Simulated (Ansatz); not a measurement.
# NbPdSe3: what a guessed cell relaxes into

The task: take a trial cell of NbPdSe3 to zero force and stress.

Computed with Ansatz 0.2.0 (DFT PBE, scalar-relativistic, plane waves, PAW, unless a step's input says otherwise).

**1. The structure to begin with**

Symmetry: P6/mmm, No. 191, hexagonal system. Conventional cell: a = 7.340 Å, b = 7.340 Å, c = 4.790 Å, α = 90.00°, β = 90.00°, γ = 120.00°. Nb (site symmetry 6/mmm) is surrounded by 2 Pd at 2.39 Å. Pd (site symmetry 6/mmm) is surrounded by 2 Nb at 2.39 Å. Se (site symmetry mmm) is surrounded by 4 Se at 3.67 Å and 2 Pd at 3.67 Å.

Coordinates:

```
Nb Pd Se
1.0
     7.33986    0.00000    0.00000
    -3.66993    6.35651    0.00000
     0.00000    0.00000    4.78970
Nb Pd Se
1 1 3
Direct
  0.00000 0.00000 0.00000
  0.00000 0.00000 0.50000
  0.50000 0.00000 0.50000
  0.00000 0.50000 0.50000
  0.50000 0.50000 0.50000
```

Recipe of the guess: random cell by space group and Wyckoff sites (P6/mmm, No. 191). Lengths come from tabulated atomic sizes and are only a guess.

**2. The guess as it stands, on a coarse mesh**

Input file input.yaml:

```yaml
crystal:
  lattice:
    - [7.33986117, 0.0, 0.0]
    - [-3.66993058, 6.35650623, 0.0]
    - [0.0, 0.0, 4.78969731]
  atoms:
    - { symbol: Nb, position: [0.0, 0.0, 0.0] }
    - { symbol: Pd, position: [0.0, 0.0, 0.5] }
    - { symbol: Se, position: [0.5, 0.0, 0.5] }
    - { symbol: Se, position: [0.0, 0.5, 0.5] }
    - { symbol: Se, position: [0.5, 0.5, 0.5] }
basis:
  ecutwfc: 420
kpoints:
  mp_grid: { grid: [3, 3, 4] }
hamiltonian:
  xc: pbe
scf:
  occupations: { method: gaussian, width: 0.1 }
  lower_state_search: "off"
output:
  forces: true
  stress: true
  eigenvalues: true
```

Launch:

```sh
ansatz run input.yaml --threads 1 --pin off --max-ram 2560MiB --backend cpu --events-out ev --progress --plain --runs-dir out
```

The session goes on with these runs: spin check on a coarse mesh; coarse relaxation; another rough relaxation; final relaxation.

What does the calculation give? Wanted: conventional cell; volume; energy over the elements; gap on the mesh; total moment.

As calculated:

| quantity | value |
| --- | --- |
| symmetry at the end (tolerance 0.05 Å) | space group P6/mmm (No. 191) |
| conventional cell | a = 5.601 Å, b = 5.601 Å, c = 5.057 Å, α = 90.00°, β = 90.00°, γ = 120.00° |
| volume | 27.48 Å³/atom |
| energy over the elements | +0.96 eV/atom |
| gap on the mesh | none (metal) |
| total moment | -3.05 μB/cell |

The space group P6/mmm (No. 191) is kept, and the volume per atom shrinks by 38.5 % from the first guess. With a positive formation energy it can't be a ground state. No finished test with a distortion of lower symmetry is shown, so the end may be a saddle point. An odd count of electrons in a cell without spin polarisation forces a partly filled band, so those cells are metals by count; spin or a larger cell could change that. Other magnetic orders were not searched.
